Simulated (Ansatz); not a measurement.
The system is MgGe2.

```xyz
6
Lattice="5.5215 -1.8498 0.0000 5.5215 1.8498 0.0000 -3.2176 0.0000 6.0078" Properties=species:S:1:pos:R:3 pbc="T T T"
Ge    4.8996    0.0000    1.7640
Ge    2.9258    0.0000    4.2438
Ge    6.5513    0.0000    5.9203
Ge    1.2740    0.0000    0.0875
Mg    7.8794    0.0000    2.0982
Mg   -0.0541    0.0000    3.9095
```

The cell comes from a database or a generator and needn't be the stable form of this composition.

Base run:

- Program: Ansatz 0.2.0
- Functional: BLYP
- Potentials or basis: Ansatz PAW
- Cutoff: 420 eV
- Density cutoff: 1680 eV
- k mesh: 8 × 8 × 5
- Occupations: fermi-dirac, width 0.05 eV
- Spin: no spin polarisation

Its results: band gap on the k mesh none (metal or under the smearing width); pressure 3.2 GPa; largest force 0.273 eV/Å.

Problem. The run is repeated on the same cell with these changes: functional from BLYP to r2SCAN; cutoff from 420 eV to 500 eV; density cutoff from 1680 eV to 2000 eV. What comes out?

Solution. Band gap on the k mesh none (metal or under the smearing width); pressure -2.4 GPa; largest force 0.410 eV/Å.

Caveats: the PAW data sets come from PBE, with cores solved anew for the run's functional, which leaves a small shift of forces and pressure; the potentials were made for another functional, which shifts forces and pressure (some runs); the density of states is complete only up to the lowest level of the last band computed (some runs).

Not every run made on this cell is shown here.
